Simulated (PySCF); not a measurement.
# C8H7N: fields and orbitals

For C8H7N, the scripts below treat its π system by CASSCF and NEVPT2 and analyse its density (charges, bond critical points, surface potential).

Method: levels as typed in each script, gas phase, geometry from GFN2-xTB; program: PySCF 2.14.0.

1 further run of the same task is left out (it didn't finish).

## (1) Where the work starts

16 atoms, charge 0, spin multiplicity 1.

Bond lengths: C1–C2 1.398 Å, C1–C9 1.376 Å, C1–H10 1.080 Å, C2–C3 1.378 Å, C2–H11 1.080 Å, C3–C4 1.389 Å, C3–H12 1.081 Å, C4–N5 1.365 Å, C4–C8 1.416 Å, N5–C6 1.368 Å, N5–H13 1.006 Å, C6–C7 1.360 Å, C6–H14 1.074 Å, C7–C8 1.424 Å, C7–H15 1.072 Å, C8–C9 1.395 Å, C9–H16 1.080 Å. Angles: C2–C1–C9 121.4°, C2–C1–H10 118.8°, C9–C1–H10 119.7°, C1–C2–C3 121.3°, C1–C2–H11 119.1°, C3–C2–H11 119.5°, C2–C3–C4 117.5°, C2–C3–H12 121.3°, C4–C3–H12 121.1°, C3–C4–N5 130.7°, C3–C4–C8 121.8°, N5–C4–C8 107.6°, C4–N5–C6 109.0°, C4–N5–H13 125.5°, C6–N5–H13 125.5°, N5–C6–C7 109.9°, N5–C6–H14 120.5°, C7–C6–H14 129.5° and more.

Geometry (Å):

```xyz
16

C     2.1394    0.6805    0.0000
C     2.1121   -0.7173    0.0000
C     0.9212   -1.4108    0.0000
C    -0.2535   -0.6696    0.0000
N    -1.5583   -1.0710    0.0000
C    -2.3641    0.0348    0.0000
C    -1.6038    1.1626    0.0000
C    -0.2423    0.7468    0.0000
C     0.9790    1.4206    0.0000
H     3.0957    1.1833    0.0000
H     3.0452   -1.2614    0.0000
H     0.9000   -2.4911    0.0000
H    -1.8764   -2.0248    0.0000
H    -3.4326   -0.0691    0.0000
H    -1.9592    2.1737    0.0000
H     1.0068    2.5003    0.0000
```

## (2) The π active space (6-31g*)

File input.py:

```python
import numpy as np
from pyscf import gto, scf, dft, mcscf, mrpt
from pyscf.mcscf import avas

def solve(mol, dm0=None, hcore=None):
    mf = scf.ROHF(mol) if mol.spin else scf.RHF(mol)
    mf = mf.density_fit(auxbasis='def2-universal-jkfit')
    mf.conv_tol, mf.max_cycle = 1e-8, 80
    if hcore is not None:
        mf.get_hcore = lambda *args: hcore
    mf.kernel(dm0)
    if not mf.converged:
        mf = mf.newton().run(mf.mo_coeff, mf.mo_occ, max_cycle=30)
    assert mf.converged, 'SCF not converged'
    return mf

mol = gto.M(atom='''
C      2.13937     0.68050     0.00000
C      2.11212    -0.71726     0.00000
C      0.92123    -1.41079     0.00000
C     -0.25350    -0.66962     0.00000
N     -1.55827    -1.07097     0.00000
C     -2.36408     0.03485     0.00000
C     -1.60378     1.16260     0.00000
C     -0.24227     0.74679     0.00000
C      0.97897     1.42061     0.00000
H      3.09565     1.18326     0.00000
H      3.04520    -1.26143     0.00000
H      0.90004    -2.49114     0.00000
H     -1.87644    -2.02484     0.00000
H     -3.43263    -0.06911     0.00000
H     -1.95918     2.17373     0.00000
H      1.00683     2.50029     0.00000
''', basis='6-31g*', charge=0, spin=0, verbose=4)
mf = solve(mol)
ncas, nel, orbs = avas.avas(mf, ['C 2pz', 'N 2pz'], threshold=0.5, openshell_option=3)
print('active space', nel, ncas)
assert 2 <= ncas <= 10, 'active space too large or empty'
mc = mcscf.CASSCF(mf, ncas, nel)
mc.natorb, mc.max_cycle_macro = True, 60
mc.fix_spin_(ss=mol.spin / 2 * (mol.spin / 2 + 1))
mc.kernel(orbs)
occ = mc.mo_occ[mc.ncore:mc.ncore + ncas]
print('natural occupations', occ.round(4))
e2 = mrpt.NEVPT(mc).kernel()
out = dict(c=mc.mo_coeff[:, mc.ncore:mc.ncore + ncas], occ=occ, e=mc.e_tot, e2=e2, ehf=mf.e_tot, ok=mc.converged, nel=nel, w0=abs(mc.ci).max() ** 2, dm=mc.make_rdm1())
# the other spin state at the same geometry
other = mol.copy().set(spin=2).build()
mo = scf.ROHF(other).density_fit(auxbasis='def2-universal-jkfit').run()
na = (nel + other.spin) // 2
m2 = mcscf.CASSCF(mo, ncas, (na, nel - na))
m2.natorb = True
m2.fix_spin_(ss=other.spin / 2 * (other.spin / 2 + 1))
m2.kernel(mc.mo_coeff)
e2o = mrpt.NEVPT(m2).kernel()
print('other state above this one / eV: CASSCF', (m2.e_tot - mc.e_tot) * 27.211386, 'NEVPT2', (m2.e_tot + e2o - mc.e_tot - e2) * 27.211386)
np.savez('result.npz', eo=m2.e_tot, e2o=e2o, oko=m2.converged, occo=m2.mo_occ[mc.ncore:mc.ncore + ncas], co=m2.mo_coeff[:, mc.ncore:mc.ncore + ncas], **out)
```

Command:

```bash
$ OMP_NUM_THREADS=1 python input.py
```

## (4) Density, bond paths and surface potential (PBE/def2-svp)

File input.py:

```python
import numpy as np
from pyscf import gto, scf, dft
from pyscf.scf import atom_ks, atom_hf
from scipy.linalg import block_diag

def solve(mol, dm0=None, hcore=None):
    mf = (dft.UKS if mol.spin else dft.RKS)(mol, xc='pbe')
    mf.grids.level = 3
    mf = mf.density_fit(auxbasis='def2-universal-jkfit')
    mf.conv_tol, mf.max_cycle = 1e-8, 80
    if hcore is not None:
        mf.get_hcore = lambda *args: hcore
    mf.kernel(dm0)
    if not mf.converged:
        mf = mf.newton().run(mf.mo_coeff, mf.mo_occ, max_cycle=30)
    assert mf.converged, 'SCF not converged'
    return mf

mol = gto.M(atom='''
C      2.13937     0.68050     0.00000
C      2.11212    -0.71726     0.00000
C      0.92123    -1.41079     0.00000
C     -0.25350    -0.66962     0.00000
N     -1.55827    -1.07097     0.00000
C     -2.36408     0.03485     0.00000
C     -1.60378     1.16260     0.00000
C     -0.24227     0.74679     0.00000
C      0.97897     1.42061     0.00000
H      3.09565     1.18326     0.00000
H      3.04520    -1.26143     0.00000
H      0.90004    -2.49114     0.00000
H     -1.87644    -2.02484     0.00000
H     -3.43263    -0.06911     0.00000
H     -1.95918     2.17373     0.00000
H      1.00683     2.50029     0.00000
''', basis='def2-svp', charge=0, spin=0, verbose=4)
mf = solve(mol)
mf.analyze()
# spherically averaged free atoms, for the promolecule
atm = atom_ks.get_atm_nrks(mol, xc='pbe')
pro = block_diag(*[(atm[a[0]][2] * atm[a[0]][3]) @ atm[a[0]][2].T for a in mol._atom])
np.savez('result.npz', e=mf.e_tot, c=mf.mo_coeff, occ=mf.mo_occ, eps=mf.mo_energy, pro=pro, dip=mf.dip_moment(verbose=0), s2=mf.spin_square()[0])
```

(Steps that only read results are left out.)

**Question.** What will these runs give? Wanted: triplet less singlet, CASSCF and NEVPT2; weight of the leading determinant; dipole moment; HOMO, LUMO.

The runs gave:

| quantity | value |
| --- | --- |
| triplet less singlet, CASSCF and NEVPT2 (6-31g*) | +3.68 and +3.97 eV |
| weight of the leading determinant | 0.86 |
| dipole moment (PBE/def2-svp) | 2.32 D |
| HOMO, LUMO (PBE/def2-svp) | -4.93, -1.00 eV |

In words: At PBE/def2-svp: The highest Hirshfeld charge is on H13 (+0.15 e), the lowest on C7 (−0.10 e). The geometry was not optimised at these levels.
